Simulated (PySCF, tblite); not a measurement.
# C₈H₁₁ClSi: geometry, infrared bands and NMR shifts

Wanted: the infrared bands and NMR shifts of C₈H₁₁ClSi (`CC#C[C@@H]1C=CCC[Si@@H]1Cl`), by calculation.

Computed with tblite 0.8.0 and PySCF 2.14.0, with density-fitted response routines of our own, on a single molecule in the gas phase. Atoms are numbered from 0 throughout.

## 1. The molecule as given

21 atoms, charge 0, multiplicity 1; geometry from: force field or distance geometry start.

Bonds of the start (Å): C0–C1 1.50, C1–C2 1.19, C2–C3 1.48, C3–C4 1.51, C4–C5 1.33, C5–C6 1.49, C6–C7 1.53, C7–Si8 1.89, Si8–Cl9 2.07, Si8–C3 1.86, C0–H10 1.12, C0–H11 1.12, C0–H12 1.08, C3–H13 1.11, C4–H14 1.08, C5–H15 1.10, C6–H16 1.10, C6–H17 1.11, C7–H18 1.10, C7–H19 1.11, Si8–H20 1.49.

## 2. Geometry optimisation with GFN2-xTB

The job: settings as JSON, then the geometry in Å.

```
{"job": {"kind": "relax", "xc": "GFN2-xTB", "basis": "xTB"}, "charge": 0, "multiplicity": 1}
C      4.190600    -0.516700    -0.004300
C      2.739800    -0.196600    -0.218400
C      1.585000     0.064000    -0.376600
C      0.162200     0.412300    -0.578500
C     -0.340700     1.225000     0.586000
C     -1.638700     1.411800     0.814300
C     -2.653900     0.790400    -0.085600
C     -2.499100    -0.714100     0.150900
Si    -0.816400    -1.165300    -0.583300
Cl     0.070100    -2.755600     0.395900
H      4.406400    -0.478200     1.095100
H      4.809900     0.312800    -0.434400
H      4.353700    -1.482100    -0.456600
H      0.008000     0.964300    -1.529100
H      0.396700     1.688700     1.232400
H     -1.905000     2.026200     1.687000
H     -3.665200     1.158200     0.126000
H     -2.303900     0.961500    -1.128500
H     -3.321700    -1.263100    -0.336300
H     -2.451300    -0.872400     1.243800
H     -1.135700    -1.554100    -1.981300
```

Started as:

```
OMP_NUM_THREADS=1 python probes_run.py task.json out
```

This one command runs all jobs of the session in turn.

**Question.** This job is followed by: GFN2-xTB harmonic vibrations, gas phase; GIAO PBE0/pcSseg-1 NMR shielding, non-relativistic, gas phase. Predict these results of the whole session: strongest single infrared mode (GFN2-xTB); zero-point energy (GFN2-xTB); ¹³C shifts against TMS (PBE0/pcSseg-1); ¹H shifts against TMS (PBE0/pcSseg-1, means over atoms taken as alike); ²⁹Si shifts against TMS (PBE0/pcSseg-1); ³⁵Cl shifts against HCl (PBE0/pcSseg-1).

As calculated:

```
                                                              quantity                                                     value
                             strongest single infrared mode (GFN2-xTB)                                     2237 cm⁻¹, 269 km/mol
                                          zero-point energy (GFN2-xTB)                                            101.3 kcal/mol
                                ¹³C shifts against TMS (PBE0/pcSseg-1)       141.1, 138.4, 84.6, 83.8, 24.3, 22.0, 16.8, 5.0 ppm
¹H shifts against TMS (PBE0/pcSseg-1, means over atoms taken as alike)  6.30, 6.19, 5.24, 2.49, 2.41, 2.05, 1.72, 1.20, 0.78 ppm
                               ²⁹Si shifts against TMS (PBE0/pcSseg-1)                                                   5.2 ppm
                               ³⁵Cl shifts against HCl (PBE0/pcSseg-1)                                                   -32 ppm
```

**Reading.** The optimisation took 101 steps and gained 0.531 eV; among the close pairs (by a distance rule), C3–Si8 changed most, from 1.856 to 1.925 Å. All 57 modes are real, so the xTB geometry is a minimum. The strongest single mode, at 2237 cm⁻¹, moves mainly H20. Unscaled tight-binding wavenumbers are off by several per cent, some by more. Its intensities can rank the bands wrongly. At PBE0/pcSseg-1: The largest span, 263 ppm, is at C2, where the paramagnetic term is -152 ppm.
